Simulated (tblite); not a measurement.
# C5H7BBrCl: the cost of one run

Programs: tblite 0.8.0 and PySCF 2.14.0, with density-fitted response routines of our own. Each step states its level of theory. These are calculated values for one molecule in the gas phase, unless marked as measured. Atoms are numbered from 0 throughout.

**1. Starting geometry**

15 atoms, charge 0, multiplicity 1; geometry from: force field or distance geometry start.

Bonds of the start (Å): C0–C1 1.33, C1–C2 1.47, C1–C3 1.44, C3–C4 1.30, C4–Cl5 1.75, C4–B6 1.55, B6–Br7 2.02, C0–H8 1.09, C0–H9 1.06, C2–H10 1.13, C2–H11 1.13, C2–H12 1.10, C3–H13 1.10, B6–H14 1.19.

**2. Relaxing the molecule with GFN2-xTB**

The job: settings as JSON, then the geometry in Å.

```
{"job": {"kind": "relax", "xc": "GFN2-xTB", "basis": "xTB"}, "charge": 0, "multiplicity": 1}
C     -0.035300     1.434000     1.709200
C     -0.098000     0.607700     0.672400
C     -1.433500     0.140600     0.269000
C      1.148400     0.226100     0.056400
C      1.302400    -0.586700    -0.941300
Cl     2.917800    -0.913400    -1.540700
B      0.064400    -1.234900    -1.621800
Br    -0.090500    -3.228500    -1.346200
H     -0.933600     1.771000     2.230600
H      0.914500     1.778900     2.031100
H     -2.223300     0.608300     0.931800
H     -1.640300     0.445100    -0.797900
H     -1.478400    -0.955700     0.382800
H      2.071300     0.647300     0.490900
H     -0.490400    -0.731900    -2.548400
```

The run is started by

```
> OMP_NUM_THREADS=1 python probes_run.py task.json out
```

This one command runs all jobs of the session in turn.

Q: Estimate the wall time and peak memory of this first job on 1 thread of Arm Neoverse N1, shared host.

About 1.3 s, with a peak of 0.18 GiB.
